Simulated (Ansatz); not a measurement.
Sn3Te in Ansatz: the effect of functional

The system is Sn3Te.

```xyz
4
Lattice="-2.2855 2.2855 5.4795 2.2855 -2.2855 5.4795 2.2855 2.2855 -5.4795" Properties=species:S:1:pos:R:3 pbc="T T T"
Te    0.0000    0.0000    0.0000
Sn    0.0000    0.0000    5.4795
Sn    2.2855    0.0000    2.7397
Sn    0.0000    2.2855    2.7397
```

The cell comes from a database or a generator and needn't be the stable form of this composition.

The cell isn't the ideal one: volume scaled by 0.98.

Alike in all runs:

| Quantity | Value |
| --- | --- |
| Program | Ansatz 0.2.0 |
| Task | single point |
| Potentials or basis | Ansatz PAW |
| k mesh | 8 × 8 × 8 |
| Occupations | fermi-dirac, width 0.05 eV |
| Spin | no spin polarisation |

Q: One run gave: pressure -3.4 GPa. Which functional did it use?
A. LDA
B. r2SCAN
C. PBE

A: A.

| functional | cutoff | pressure (GPa) |
| --- | --- | --- |
| LDA | 420 eV (not typed: the program's choice for these potentials) | -3.4 |
| r2SCAN | 500 eV (not typed: the program's choice for these potentials) | -0.2 |
| PBE | 420 eV (not typed: the program's choice for these potentials) | 0.5 |

Caveats: the PAW data sets come from PBE, with cores solved anew for the run's functional, which leaves a small shift of forces and pressure (some runs).
